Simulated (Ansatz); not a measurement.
# HfOs (Pm-3m): convergence test of the plane-wave cutoff

How high a cutoff does HfOs (Pm-3m) need? A script is to give a convergence test of the plane-wave cutoff; the system is HfOs (Pm-3m).

Computed with Ansatz 0.2.0 through its Python package. Level of theory: DFT r2SCAN, plane waves, PAW.

### Step 1. Starting point

The structure is cubic, space group Pm-3m (No. 221). The conventional cell has a = 3.239 Å, b = 3.239 Å, c = 3.239 Å, α = 90.00°, β = 90.00°, γ = 90.00°. Around Hf (site symmetry m-3m) lie 8 Os at 2.81 Å. Os (site symmetry m-3m) is surrounded by 8 Hf at 2.81 Å.

The script holds or builds the structure itself.

### Step 2. Script

The input, run_ecut.py:

```python
"""Cutoff test for HfOs."""

import ansatz
from ase import Atoms
import matplotlib.pyplot as plt

config = {
    "occupations": "cold",
    "xc": "r2SCAN",
}

atoms = Atoms(
    ["Hf", "Os"],
    scaled_positions=[
        (0.0, 0.0, 0.0),
        (0.5, 0.5, 0.5),
    ],
    cell=[
        (3.239, 0.0, 0.0),
        (0.0, 3.239, 0.0),
        (0.0, 0.0, 3.239),
    ],
    pbc=True,
)
structure = ansatz.Crystal.from_ase(atoms)

calculation = (
    structure.calculation()
    .occupations(config["occupations"])
    .kpoints(10)
    .functional(config["xc"])
)

rows = []
for value in [250, 350, 450, 550, 650, 750]:
    report = calculation.basis(value).run(threads=1).report
    rows.append((value, report["free_energy_ev"] / len(report["lattice"]["sites"]), report["n_iterations"], report["n_pw"]))

print(" cutoff (eV)   F/atom (eV)    iterations   plane waves")
for row in rows:
    print(f"{str(row[0]):>12s}  {row[1]:12.5f}  {row[2]:12d}  {row[3]:12d}")

# differences from the last row
for row in rows[:-1]:
    shift = 1000 * (row[1] - rows[-1][1])
    print(f"{row[0]}: {shift:+.2f} meV/atom" + ("  (within 5 meV)" if abs(shift) < 5 else ""))
plt.figure(figsize=(4.5, 3))
plt.plot([str(row[0]) for row in rows], [1000 * (row[1] - rows[-1][1]) for row in rows], "o-")
plt.xlabel("cutoff (eV)")
plt.ylabel("F - F(last) (meV/atom)")
plt.tight_layout()
plt.savefig("ecut.png", dpi=100)
```

### Step 3. What the engine is handed

The package turns the script's settings into the engine's input (first run):

```yaml
crystal:
  lattice:
    - [3.239, 0.0, 0.0]
    - [0.0, 3.239, 0.0]
    - [0.0, 0.0, 3.239]
  atoms:
    - { symbol: Hf, position: [0.0, 0.0, 0.0] }
    - { symbol: Os, position: [0.5, 0.5, 0.5] }
basis:
  ecutwfc: 250.0
kpoints:
  mp_grid:
    grid: [10, 10, 10]
hamiltonian:
  xc: r2scan
scf:
  occupations:
    method: cold
```

### Step 4. The run

Run with:

```
$ python run_ecut.py
```

Standard output:

```text
DeckWarning: basis.ecutwfc = 250 eV is below the records' recommended 500 eV, and the density's cutoff is lower with it unless basis.ecutrho_ratio is high enough to keep the records' density cutoff: compare with a run at a higher cutoff
DeckWarning: basis.ecutwfc = 350 eV is below the records' recommended 500 eV, and the density's cutoff is lower with it unless basis.ecutrho_ratio is high enough to keep the records' density cutoff: compare with a run at a higher cutoff
DeckWarning: basis.ecutwfc = 450 eV is below the records' recommended 500 eV, and the density's cutoff is lower with it unless basis.ecutrho_ratio is high enough to keep the records' density cutoff: compare with a run at a higher cutoff
 cutoff (eV)   F/atom (eV)    iterations   plane waves
         250  -13564.93463             8           305
         350  -13566.10724             7           485
         450  -13566.11843             8           739
         550  -13566.12051             8          1021
         650  -13566.12137             8          1309
         750  -13566.12185             8          1575
250: +1187.22 meV/atom
350: +14.61 meV/atom
450: +3.42 meV/atom  (within 5 meV)
550: +1.34 meV/atom  (within 5 meV)
650: +0.49 meV/atom  (within 5 meV)
```

(Warnings from the package without file and line.)

Wall time 37 s (1 thread of Arm Neoverse V1, shared host); peak memory 0.58 GiB.

### Step 5. What changed from run to run

The engine's inputs for some of the other runs:

Run 3, against run 1:

```diff
@@ -10 +10 @@
-  ecutwfc: 250.0
+  ecutwfc: 450.0
```

Run 4, against run 1:

```diff
@@ -10 +10 @@
-  ecutwfc: 250.0
+  ecutwfc: 550.0
```

Run 5, against run 1:

```diff
@@ -10 +10 @@
-  ecutwfc: 250.0
+  ecutwfc: 650.0
```

### Step 6. The runs side by side

One row for each of the 6 runs:

```csv
run,cutoff (eV),energy from run 6 (meV/atom),SCF cycles,CPU time (s)
1,250,1187.22,8,2.6
2,350,14.61,7,2.6
3,450,3.42,8,4.6
4,550,1.34,8,6.8
5,650,0.49,8,8.2
6,750,0.00,8,9.4
```

Energies are free energies F = E - TS of the smeared occupations. 

### Step 7. Results

```
                              quantity           value
                         runs compared               6
       last run but one, from the last  +0.49 meV/atom
within 5 meV/atom of the last run from             450
```

Runs 1, 2, 3: each has a cutoff under the recommended one, so what rests on them isn't a property of the system. From 450 eV on it stays within 5 meV an atom of the value at 750 eV; the first row (250 eV) is off by 1187.2 meV and the last but one by 0.49 meV. The energy falls steadily, as expected when plane waves are added. The last run costs about 3.6 times the first. What to keep in mind:
- Spin-orbit coupling, which matters for elements this heavy, is left out.
- Shifts are counted from the last row, which is itself no proven limit.
